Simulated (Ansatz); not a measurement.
# Bi2Te: the cost of one run

Method: DFT PBE, scalar-relativistic, plane waves, PAW, in Ansatz 0.2.0.

1 further run of the same task is left out (it didn't finish). Runs told in other sessions of the task aren't counted.

## (1) The starting structure

The structure is hexagonal, space group P6/mmm (No. 191). Conventional cell: a = 7.104 Å, b = 7.104 Å, c = 4.411 Å, α = 90.00°, β = 90.00°, γ = 120.00°. Bi (site symmetry 6/mmm) is surrounded by 14 Bi at 4.18 to 4.41 Å. Around Bi (site symmetry mmm) lie 2 Te at 2.05 Å. Te (site symmetry -6m2) is surrounded by 3 Bi at 2.05 Å.

Structure file:

```cif
data_structure
_symmetry_space_group_name_H-M 'P6/mmm'
_symmetry_Int_Tables_number 191
_cell_length_a 7.1042
_cell_length_b 7.1042
_cell_length_c 4.4108
_cell_angle_alpha 90.000
_cell_angle_beta 90.000
_cell_angle_gamma 120.000
_cell_volume 192.78
loop_
_atom_site_label
_atom_site_type_symbol
_atom_site_symmetry_multiplicity
_atom_site_Wyckoff_symbol
_atom_site_fract_x
_atom_site_fract_y
_atom_site_fract_z
_atom_site_occupancy
Bi1 Bi 1 a 0.00000 0.00000 0.00000 1
Bi2 Bi 3 g 0.50000 0.00000 0.50000 1
Te1 Te 2 d 0.33333 0.66667 0.50000 1
```

A structure generator made this guess: random cell by space group and Wyckoff sites (P6/mmm, No. 191). Its size is a rough estimate.

## (2) The guess as it stands, on a coarse mesh

Input file input.yaml:

```yaml
crystal:
  lattice:
    - [7.10415376, 0.0, 0.0]
    - [-3.55207688, 6.15237763, 0.0]
    - [0.0, 0.0, 4.41077283]
  atoms:
    - { symbol: Bi, position: [0.0, 0.0, 0.0] }
    - { symbol: Bi, position: [0.5, 0.0, 0.5] }
    - { symbol: Bi, position: [0.0, 0.5, 0.5] }
    - { symbol: Bi, position: [0.5, 0.5, 0.5] }
    - { symbol: Te, position: [0.33333333, 0.66666667, 0.5] }
    - { symbol: Te, position: [0.66666667, 0.33333333, 0.5] }
basis:
  ecutwfc: 420
kpoints:
  mp_grid: { grid: [3, 3, 4] }
hamiltonian:
  xc: pbe
scf:
  occupations: { method: gaussian, width: 0.1 }
  lower_state_search: "off"
output:
  forces: true
  stress: true
  eigenvalues: true
```

Started as:

```bash
$ ansatz run input.yaml --threads 1 --pin off --max-ram 2560MiB --backend cpu --events-out ev --progress --plain --runs-dir out
```

Q: Estimate wall time and peak memory on 1 thread of Arm Neoverse V1, shared host.

About 7.2 s, with a peak of 0.44 GiB.
